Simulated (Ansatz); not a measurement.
Predict the output of the script below (Ansatz's Python interface).

Script `ch6geos_opt.py`:
```python
import argparse

import ansatz as az
import numpy as np

parser = argparse.ArgumentParser(description="Minimum-energy structure of CH6GeOS.")
parser.add_argument("--basis-set", default="def2-SVP", help="basis")
parser.add_argument("--functional", required=True, help="exchange-correlation functional")
args = parser.parse_args()


def main() -> None:
    geometry_ang = [
        ("C", [-1.1149, 0.485, -0.6817]),
        ("Ge", [0.2077, -0.6042, 0.0862]),
        ("O", [0.0794, -0.5115, 1.857]),
        ("S", [2.283, 0.1137, -0.5836]),
        ("H", [-2.1602, 0.1732, -0.3786]),
        ("H", [-1.0093, 1.594, -0.366]),
        ("H", [-1.0745, 0.4783, -1.7958]),
        ("H", [0.0358, -2.0488, -0.3793]),
        ("H", [0.8281, -1.106, 2.2317]),
        ("H", [2.008, 1.375, 0.0131]),
    ]
    system = az.Crystal.molecule()
    for symbol, xyz in geometry_ang:
        system = system.atom(symbol, xyz)

    job = (
        system.calculation()
        .basis(gaussian=args.basis_set)
        .functional(args.functional)
    )
    symbols = [site.symbol for site in system.cartesian_sites]
    start = np.array([site.position_ang for site in system.cartesian_sites], dtype=float)
    summary = job.relax(force_tolerance=0.005).run(threads=1, pin="off").report
    end = np.array(summary["positions_ang"])

    print("reference energy %16.6f eV" % summary["reference_energy_ev"])
    print("total energy     %16.6f eV" % summary["free_energy_ev"])
    print("occupied (up, down):", summary["n_occupied"], " virtual:", summary["n_virtual"], " frozen:", summary["n_frozen"])

    print("final positions (A) and the move of each atom")
    for symbol, xyz, old in zip(symbols, end, start):
        print(f"{symbol:2s} {xyz[0]:10.5f} {xyz[1]:10.5f} {xyz[2]:10.5f}   {np.linalg.norm(xyz - old):7.4f}")


if __name__ == "__main__":
    main()
```

```console
$ python ch6geos_opt.py --functional r2scan
reference energy    -70521.629578 eV
total energy        -70521.629578 eV
occupied (up, down): [34, 34]  virtual: [74, 74]  frozen: 0
final positions (A) and the move of each atom
C    -1.15349    0.52407   -0.66369    0.0578
Ge    0.23584   -0.62150    0.04163    0.0555
O     0.01006   -0.52705    1.80979    0.0853
S     2.28726    0.06214   -0.53064    0.0740
H    -2.13837    0.15240   -0.34313    0.0466
H    -1.02131    1.54450   -0.27504    0.1043
H    -1.11386    0.54885   -1.76185    0.0876
H     0.18668   -2.08049   -0.44873    0.1691
H     0.71453   -0.98514    2.28802    0.1752
H     2.07575    1.33093   -0.11337    0.1501
```

What to keep in mind:
- Total energies depend on the basis set; only differences at equal settings carry meaning.
- The end point is the stationary point reached from this start; no frequency run checks that it is a minimum, and the basis set is modest.
- The whole script took 77 s on 1 thread of Arm Neoverse V2, with other jobs on the host, peak memory 0.25 GiB.

(A comment or docstring line of the script was reworded after the run, the code is as it ran; lines on the test bed's own set-up are left out of the output.)
